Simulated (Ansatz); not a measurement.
# BW: the cost of one run

Computed with Ansatz 0.2.0, Gaussian basis. Level: def2-QZVPP, core rule «outside noble gas», up to 5 orbitals frozen.

Plan: UHF; ROHF; CCSD(T) on UHF.

2 further runs of the same task are left out: 2 set aside as unsound or not needed.

## (1) The geometry

The geometry is a PBE0/def2-TZVP stationary point (not a proven minimum). No spin-orbit coupling is included. Elements past krypton take def2 core potentials.

2 atoms, charge 1, spin multiplicity 3.

Atoms are counted from 1 here; the program's logs count them from 0.

Bond lengths: W1–B2 1.969 Å.

## (2) UHF

The input, in.yaml:

```yaml
crystal:
  periodic: [false, false, false]
  atoms:
    - {symbol: W, position_ang: [0.000000, 0.000000, 0.000000]}
    - {symbol: B, position_ang: [0.000000, 0.000000, 1.969000]}
basis:
  gaussian: {orbitals: "def2-QZVPP.json"}
total_charge: 1
magnetization: {spin_polarized: true, initial_magnetization: 2}
hamiltonian: {xc: hf}
output: {orbitals: {seedname: orbitals}}
```

Launch:

```console
$ ansatz run in.yaml --threads 1 --pin off --events-out ev --progress --plain --max-ram 4096MiB --backend cpu
```

**Question.** How long does this run take on 1 thread of AMD EPYC 7R13, shared host, and how much memory does it need?

About 44 s, with a peak of 0.3 GiB.
